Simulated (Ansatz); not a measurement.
**CH5ClSn: up Jacob's ladder to CCSD(T)**

How much do the methods differ for CH5ClSn? The plan is to run it at one geometry with functionals of several rungs and with coupled cluster. The yardstick is the atomisation energy at the CCSD(T) limit.

Computed with Ansatz 0.2.0, Gaussian basis. Level: functionals in def2-TZVPP, the program's frozen cores in correlated methods.

Levels to be run: LDA (SPW92), PBE-D4, revPBE-D4, BLYP-D4, r2SCAN-D4, B97M-V, PBE0-D4, B3LYP-D4, r2SCANh-D4, r2SCAN0-D4, HSE06-D4, BHLYP-D4, CAM-B3LYP-D4, LC-ωPBE, ωB97X-V, ωB97M-V, B2PLYP, PBE-QIDH; CCSD(T)/def2-SVP; CCSD(T)/def2-TZVPP; MP2/def2-QZVPP; extrapolation to the limit; RPA on PBE.

### 1 The relaxed structure

An earlier PBE0-D4 in a triple-zeta def2 set relaxation fixed the geometry. Sn takes the def2 core potential; no spin-orbit term is included.

SMILES `[CH3][SnH2][Cl]`, 8 atoms, charge 0, spin multiplicity 1.

Atoms are counted from 1 here; the program's logs count them from 0.

Bond lengths: C1–Sn2 2.127 Å, C1–H4 1.089 Å, C1–H5 1.091 Å, C1–H6 1.089 Å, Sn2–Cl3 2.342 Å, Sn2–H7 1.705 Å, Sn2–H8 1.705 Å. Angles: Sn2–C1–H4 109.2°, Sn2–C1–H5 110.1°, Sn2–C1–H6 109.3°, H4–C1–H5 109.4°, H4–C1–H6 109.3°, H5–C1–H6 109.4°, C1–Sn2–Cl3 105.7°, C1–Sn2–H7 113.7°, C1–Sn2–H8 113.6°, Cl3–Sn2–H7 105.5°, Cl3–Sn2–H8 105.5°, H7–Sn2–H8 111.9°.

As a file:

```
C    -0.88097    0.73923   -0.21814
Sn    0.57878   -0.74738    0.20836
Cl    2.65279    0.28290   -0.14274
H    -0.75930    1.07743   -1.24655
H    -1.88317    0.32938   -0.08751
H    -0.74377    1.58266    0.45757
H     0.58839   -1.24936    1.83786
H     0.53944   -2.07195   -0.86465
```

### 2 LDA

This LDA is Slater exchange with PW92 correlation.

in.yaml reads:

```yaml
crystal:
  periodic: [false, false, false]
  atoms:
    - {symbol: C, position_ang: [-0.880966, 0.739230, -0.218141]}
    - {symbol: Sn, position_ang: [0.578780, -0.747384, 0.208358]}
    - {symbol: Cl, position_ang: [2.652789, 0.282896, -0.142744]}
    - {symbol: H, position_ang: [-0.759303, 1.077435, -1.246545]}
    - {symbol: H, position_ang: [-1.883171, 0.329377, -0.087507]}
    - {symbol: H, position_ang: [-0.743765, 1.582656, 0.457569]}
    - {symbol: H, position_ang: [0.588390, -1.249358, 1.837860]}
    - {symbol: H, position_ang: [0.539445, -2.071951, -0.864653]}
basis:
  gaussian: {orbitals: def2-TZVPP}
hamiltonian: {xc: lda}
output: {orbitals: {seedname: orbitals}}
```

Further steps of the session: PBE-D4 (GGA); revPBE-D4 (GGA); BLYP-D4 (GGA); r2SCAN-D4 (meta-GGA); B97M-V (meta-GGA); PBE0-D4 (hybrid); B3LYP-D4 (hybrid); r2SCANh-D4 (hybrid); r2SCAN0-D4 (hybrid); HSE06-D4 (hybrid); BHLYP-D4 (hybrid); CAM-B3LYP-D4 (range-separated); LC-ωPBE-D4 (range-separated); ωB97X-V (range-separated); ωB97M-V (range-separated); B2PLYP (double hybrid); PBE-QIDH (double hybrid); CCSD(T) in def2-SVP; CCSD(T) in def2-TZVPP; MP2 in def2-QZVPP; RPA on PBE orbitals.

Q: Predict the results of all the runs planned. Wanted: atomisation energy, CCSD(T)/CBS; farthest beyond LDA; mean size of error, GGA; mean size of error, meta-GGA; mean size of error, hybrid; mean size of error, range-separated; mean size of error, double hybrid; gap, smallest and largest; T1 diagnostic.

The runs gave:

```
                               quantity                                                      value
        atomisation energy, CCSD(T)/CBS                                             583.0 kcal/mol
functionals within 5.8 kcal/mol (1.0 %)  PBE-D4, r2SCAN-D4, B97M-V, CAM-B3LYP-D4, ωB97X-V, ωB97M-V
                    farthest beyond LDA                                  BHLYP-D4 (-16.8 kcal/mol)
                mean size of error, GGA                                              11.4 kcal/mol
           mean size of error, meta-GGA                                               4.6 kcal/mol
             mean size of error, hybrid                                               9.5 kcal/mol
    mean size of error, range-separated                                               5.0 kcal/mol
      mean size of error, double hybrid                                              11.7 kcal/mol
              gap, smallest and largest                  5.52 eV (LDA (SPW92)), 12.61 eV (LC-ωPBE)
                          T1 diagnostic                                                     0.0109
triples share of the correlation energy                                                      3.3 %
```

The LDA atomisation energy is off by 66.7 kcal/mol (11 %): it overbinds. PBE-D4 misses by -4.1 kcal/mol. Double hybrids carry the basis error of their MP2 part in triple zeta, and no dispersion term here, so their miss is partly the set-up's. The rungs meta-GGA, range-separated miss on average by less than the doubt on the reference (5.8 kcal/mol), so they tie. The reference freezes the cores and leaves out spin-orbit coupling and excitations past (T), and its outer-core shells are covered unevenly, so misses under about 5.8 kcal/mol can't be ranked. All levels share the lack of spin-orbit coupling, which lowers the free heavy atoms and so the true binding. Hartree-Fock recovers 74 % of the binding; the rest is correlation. CCSD(T) in def2-SVP is off by -40.5 kcal/mol, so the small basis spoils what the method gains. Orbital gaps span 5.5 to 12.6 eV; exact exchange widens them. Correlated methods include outer-core shells of Sn, which these sets cover unevenly.
